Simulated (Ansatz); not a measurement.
# VO+ (triplet): energies up the ladder

The task, for VO+ (triplet): energies up the ladder. Charge +1. Spin multiplicity 3.

Program: Ansatz 0.2.0. Level of theory: the levels named in each step. These are calculated values, not measurements.

## 1. The starting structure

Bond lengths: O1–V2 1.508 Å.

Structure file:

```xyz
2

O     0.0000    0.0000    0.0000
V     0.0000    0.0000    1.5078
```

## 2. A rough first relaxation, PBE-D4/def2-SVP

File input.yaml:

```yaml
crystal:
  periodic: [false, false, false]
  atoms:
    - { symbol: O, position_ang: [0.0, 0.0, 0.0] }
    - { symbol: V, position_ang: [0.0, 0.0, 1.50785] }
magnetization:
  spin_polarized: true
  initial_magnetization: 2
total_charge: 1
basis:
  gaussian: { orbitals: def2-SVP }
hamiltonian:
  xc: pbe
  dispersion: d4
relax:
  f_tol: 0.03
  max_steps: 200
```

Started as:

```sh
$ ansatz run input.yaml --threads 2 --pin off --max-ram 5120MiB --backend cpu --events-out ev --progress --plain --runs-dir out
```

The runs that follow: Relaxation, PBE0-D4/def2-TZVPP; Frequencies, PBE0-D4/def2-TZVPP; Single point, PBE-D4/def2-TZVPP; Single point, r2SCAN-D4/def2-TZVPP; Single point, B3LYP-D4/def2-TZVPP; Single point, wB97M-V/def2-TZVPP; Single point, B2PLYP/def2-TZVPP; Single point, LDA/def2-TZVPP; Single point, PBE0-D4/def2-SVP; Single point, PBE-D4/def2-SVP.

Before running it: what results should come out? Wanted: O1–V2 at PBE0-D4/def2-TZVPP; frequencies at PBE0-D4/def2-TZVPP; energy at PBE-D4/def2-SVP.

The runs gave:

| quantity | value |
| --- | --- |
| O1–V2 at PBE0-D4/def2-TZVPP | 1.524 Å |
| frequencies at PBE0-D4/def2-TZVPP | 1162 cm⁻¹ |
| energy at PBE-D4/def2-SVP | -27713.814 eV |

What this shows: No mode is imaginary, so the geometry is a minimum. These totals serve in differences with atoms or fragments at the same level; alone they don't rank the methods. <S²> exceeds the pure value by up to 0.11: some mean fields break spin symmetry, which blurs their results.
